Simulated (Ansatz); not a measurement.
# Sn: a single-point run

Aim: a sound single-point run of Sn. The structure is shown as the input types it.

Program: Ansatz 0.2.0. Level of theory: density functional or hybrid calculation with the settings of its input, plane waves. These are calculated values, not measurements.

2 further runs of the same task are left out: 1 for a known fault of the program, 1 that didn't finish.

## (1) Starting point

The structure is cubic, space group Fd-3m (No. 227). The conventional cell has a = 6.569 Å, b = 6.569 Å, c = 6.569 Å, α = 90.00°, β = 90.00°, γ = 90.00°. Sn (site symmetry -43m) is surrounded by 4 Sn at 2.84 Å.

Structure file:

```xyz
2
Lattice="0.0000 3.2845 3.2845 3.2845 0.0000 3.2845 3.2845 3.2845 0.0000" Properties=species:S:1:pos:R:3 pbc="T T T"
Sn    0.0000    0.0000    0.0000
Sn    1.6422    1.6422    1.6422
```

## (2) Running it

Contents of input.yaml:

```yaml
crystal:
  lattice:
    - [0.0, 3.2844597788, 3.2844597788]
    - [3.2844597788, 0.0, 3.2844597788]
    - [3.2844597788, 3.2844597788, 0.0]
  atoms:
    - { symbol: Sn, position: [0.0, 0.0, 0.0] }
    - { symbol: Sn, position: [0.25, 0.25, 0.25] }
kpoints:
  mp_grid: { grid: [4, 4, 4] }
hamiltonian:
  xc:
    exchange: pbe
    correlation: pbe
    exx: { coeff: 1.5, omega: 0.2078 }
scf:
  occupations: { method: fermi_dirac, width: 0.02 }
  n_extra_bands: 4
output:
  forces: true
  stress: true
  eigenvalues: true
```

On the command line:

```bash
$ ansatz run input.yaml --threads 4 --pin off --max-ram 3686MiB --backend cpu --events-out ev --progress --plain --runs-dir out
```

**Question.** How will this run end, and is anything wrong with its input?

The run ended at the input check. It says: «invalid value for `hamiltonian.xc.exx.coeff`: must be finite and in (0, 1]; got 1.5»

In the input, hamiltonian.xc.exx.coeff is 1.5. The number typed is not permitted for that setting.

What to do: set hamiltonian.xc.exx.coeff to 0.1.
